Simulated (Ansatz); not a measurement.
# KZnF3: the cost of one run

Computed with Ansatz 0.2.0 (DFT PBE, scalar-relativistic, plane waves, PAW, unless a step's input says otherwise).

### 1 Starting point

It takes space group Pm-3m (No. 221, cubic). The conventional cell has a = 4.050 Å, b = 4.050 Å, c = 4.050 Å, α = 90.00°, β = 90.00°, γ = 90.00°. K (site symmetry m-3m) is surrounded by 12 F at 2.86 Å. Zn (site symmetry m-3m) is surrounded by 6 F at 2.02 Å. F (site symmetry 4/mmm) has 2 Zn at 2.02 Å and 4 K at 2.86 Å in its first shell of neighbours.

Coordinates:

```
K Zn F
1.0
     4.05000    0.00000    0.00000
     0.00000    4.05000    0.00000
     0.00000    0.00000    4.05000
K Zn F
1 1 3
Direct
  0.00000 0.00000 0.00000
  0.50000 0.50000 0.50000
  0.50000 0.50000 0.00000
  0.00000 0.50000 0.50000
  0.50000 0.00000 0.50000
```

Source of the structure: the Crystallography Open Database.

### 2 Probe: one point at the start

The input, input.yaml:

```yaml
crystal:
  lattice:
    - [4.05, 0.0, 0.0]
    - [0.0, 4.05, 0.0]
    - [0.0, 0.0, 4.05]
  atoms:
    - { symbol: K, position: [0.0, 0.0, 0.0] }
    - { symbol: Zn, position: [0.5, 0.5, 0.5] }
    - { symbol: F, position: [0.5, 0.5, 0.0] }
    - { symbol: F, position: [0.0, 0.5, 0.5] }
    - { symbol: F, position: [0.5, 0.0, 0.5] }
basis:
  ecutwfc: 420
kpoints:
  mp_grid: { grid: [4, 4, 4] }
hamiltonian:
  xc: pbe
scf:
  occupations: { method: gaussian, width: 0.1 }
output:
  forces: true
  stress: true
  eigenvalues: true
```

Run with:

```bash
$ ansatz run input.yaml --threads 1 --pin off --max-ram 2560MiB --backend cpu --events-out ev --progress --plain --runs-dir out
```

**Question.** How long does this run take on 1 thread of Arm Neoverse V1, shared host, and how much memory does it need?

About 1.5 s, with a peak of 0.3 GiB.
